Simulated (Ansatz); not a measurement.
# CH₄BFO₂: up Jacob's ladder to CCSD(T)

An exercise on one series of results from a longer session: the logs are not shown, and one member is left open.

Method: functionals in def2-TZVPP, the program's frozen cores in correlated methods; program: Ansatz 0.2.0, Gaussian basis.

The runs, in order: PBE-D4, r2SCAN-D4, PBE0-D4, B3LYP-D4, ωB97X-V, ωB97M-V, B2PLYP; CCSD(T)/def2-TZVPP; CCSD(T)/def2-QZVPP; extrapolation to the limit.

## The geometry

The geometry comes from an earlier relaxation with PBE0-D4 in a triple-zeta def2 set; it is a stationary point, not always the lowest conformer.

SMILES `COB(O)F`, 9 atoms, charge 0, spin multiplicity 1.

Atoms are counted from 1 here; the program's logs count them from 0.

Bond lengths: C1–O2 1.414 Å, C1–H6 1.092 Å, C1–H7 1.092 Å, C1–H8 1.091 Å, O2–B3 1.344 Å, B3–O4 1.361 Å, B3–F5 1.336 Å, O4–H9 0.959 Å. Angles: O2–C1–H6 108.8°, O2–C1–H7 108.7°, O2–C1–H8 111.8°, H6–C1–H7 108.7°, H6–C1–H8 109.3°, H7–C1–H8 109.4°, C1–O2–B3 122.2°, O2–B3–O4 122.7°, O2–B3–F5 117.4°, O4–B3–F5 119.9°, B3–O4–H9 112.6°.

The first run:

Input file in.yaml:

```yaml
crystal:
  periodic: [false, false, false]
  atoms:
    - {symbol: C, position_ang: [-1.105948, -0.371691, -0.703413]}
    - {symbol: O, position_ang: [0.247778, -0.720915, -0.492183]}
    - {symbol: B, position_ang: [1.041521, -0.036594, 0.349580]}
    - {symbol: O, position_ang: [0.604492, 1.038801, 1.060748]}
    - {symbol: F, position_ang: [2.306339, -0.449707, 0.475184]}
    - {symbol: H, position_ang: [-1.245607, -0.123912, -1.757463]}
    - {symbol: H, position_ang: [-1.731732, -1.232203, -0.459509]}
    - {symbol: H, position_ang: [-1.405898, 0.479366, -0.089530]}
    - {symbol: H, position_ang: [1.289066, 1.416856, 1.616587]}
basis:
  gaussian: {orbitals: def2-TZVPP}
hamiltonian: {xc: pbe, dispersion: d4}
output: {forces: true, orbitals: {seedname: orbitals}}
```

The run is started by

```console
> ansatz run in.yaml --threads 2 --pin off --events-out ev --progress --plain --max-ram 32768MiB --backend cpu
```

Among the steps run: PBE-D4 (GGA); r2SCAN-D4 (meta-GGA); PBE0-D4 (hybrid); B3LYP-D4 (hybrid); ωB97X-V (range-separated); ωB97M-V (range-separated); B2PLYP (double hybrid); CCSD(T) in def2-TZVPP; CCSD(T) in def2-QZVPP.

One of the session's tables, all rows but one given; the rest of the session is left out.

It belongs to the step «Atomisation energies». 

| method | atomisation energy (kcal/mol) |
| --- | --- |
| PBE-D4 | 949.1 |
| r2SCAN-D4 | 931.9 |
| PBE0-D4 | 926.4 |
| B3LYP-D4 | 926.0 |
| ωB97X-V | 926.5 |
| ωB97M-V | 930.9 |
| B2PLYP | ? |
| HF/def2-TZVPP | 683.7 |
| MP2/def2-TZVPP | 932.9 |
| CCSD/def2-TZVPP | 891.0 |
| CCSD(T)/def2-TZVPP | 904.6 |
| MP2/CBS | 955.9 |
| CCSD(T)/CBS | 927.2 |

**Question.** Estimate the row for B2PLYP.

The run gave: atomisation energy (kcal/mol): 920.8. In the column «atomisation energy (kcal/mol)» it lies between CCSD(T)/def2-TZVPP (904.6) and B3LYP-D4 (926.0).
